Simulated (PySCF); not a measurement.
# Cr₂O: one geometry, several methods

How much do the numbers for Cr₂O (nonet) hang on the method? All levels run at one geometry, the PBE0 minimum.

Method: several methods, basis O def2-TZVP, Cr def2-TZVP, no relativity, density fitting; program: PySCF 2.14.0.

**1. Where the work starts**

3 atoms, charge 0, spin multiplicity 9.

Bond lengths: O1–Cr2 1.735 Å, O1–Cr3 1.829 Å. Angles: Cr2–O1–Cr3 110.9°.

Z-matrix (Å, degrees; charge 0 multiplicity 9):
```
O
Cr 1 1.7351
Cr 1 1.8293 2 110.92
```

**2. PBE0**

The steps are one call of a driver around PySCF; scf.py gives each level's set-up. Each SCF starts from the density of the minimum. The driver also runs the species with one electron less or more at the same geometry (one less: multiplicity 10, one more: multiplicity 10); their logs are not shown.

scf.py reads:

```python
from pyscf import gto, scf, dft
mol = gto.M(atom='''
O      0.867627    -0.111921     0.050854
Cr    -0.135775     0.017516     1.460485
Cr    -0.131408     0.016950    -1.476145''',
    basis={'O': 'def2-TZVP', 'Cr': 'def2-TZVP'},
    charge=0, spin=8)
mf = dft.UKS(mol, xc='PBE0')
mf.grids.atom_grid = (75, 302)
aux = {'O': 'def2-universal-JKFIT', 'Cr': 'def2-universal-JKFIT'}
mf = mf.density_fit(auxbasis=aux)
mf.kernel()
```

**3. HF**

Edit scf.py of step 2 so:

```diff
@@ -8,2 +8 @@
-mf = dft.UKS(mol, xc='PBE0')
-mf.grids.atom_grid = (75, 302)
+mf = scf.UHF(mol)
```

**4. PBE**

Edit scf.py of step 3 so:

```diff
@@ -8 +8,2 @@
-mf = scf.UHF(mol)
+mf = dft.UKS(mol, xc='PBE')
+mf.grids.atom_grid = (75, 302)
```

**5. r2SCAN**

Edit scf.py of step 4 so:

```diff
@@ -8,2 +8,2 @@
-mf = dft.UKS(mol, xc='PBE')
-mf.grids.atom_grid = (75, 302)
+mf = dft.UKS(mol, xc='R2SCAN')
+mf.grids.atom_grid = (90, 434)
```

**6. B3LYP**

Edit scf.py of step 5 so:

```diff
@@ -8,2 +8,2 @@
-mf = dft.UKS(mol, xc='R2SCAN')
-mf.grids.atom_grid = (90, 434)
+mf = dft.UKS(mol, xc='B3LYP')
+mf.grids.atom_grid = (75, 302)
```

**7. TPSSh**

Edit scf.py of step 6 so:

```diff
@@ -8,2 +8,2 @@
-mf = dft.UKS(mol, xc='B3LYP')
-mf.grids.atom_grid = (75, 302)
+mf = dft.UKS(mol, xc='TPSSH')
+mf.grids.atom_grid = (90, 434)
```

**8. LDA**

Edit scf.py of step 7 so:

```diff
@@ -8,2 +8,2 @@
-mf = dft.UKS(mol, xc='TPSSH')
-mf.grids.atom_grid = (90, 434)
+mf = dft.UKS(mol, xc='LDA,VWN')
+mf.grids.atom_grid = (75, 302)
```

**9. LC-wPBE**

Edit scf.py of step 8 so:

```diff
@@ -8 +8 @@
-mf = dft.UKS(mol, xc='LDA,VWN')
+mf = dft.UKS(mol, xc='LC_WPBE')
```

(Steps that only read results are left out.)

What does the calculation give? Wanted: atomisation energy, range; vertical ionisation energy, range; vertical electron affinity, range; orbital gap, range.

As calculated:

| quantity | value |
| --- | --- |
| atomisation energy, range | 153 (HF) to 803 (LDA) kJ/mol |
| vertical ionisation energy, range | 4.79 (HF) to 6.17 (LDA) eV |
| vertical electron affinity, range | 0.82 (HF) to 1.64 (r2SCAN) eV |
| orbital gap, range | -0.41 (LDA) to 6.39 (HF) eV |

What this shows: The atomisation energy spreads over 650 kJ/mol, from HF to LDA; without a CCSD(T) value for it there is no yardstick here. A negative gap means that an empty level lies below a filled one. Spin contamination is strong in at least one of the open-shell species at PBE0, HF, r2SCAN, B3LYP, LC-wPBE. Without diffuse functions electron affinities tend to come out too low. The determinant is spin-contaminated (⟨S²⟩ = 20.50, pure value 20.00). Other spin states or occupations of the open shell can lie lower.
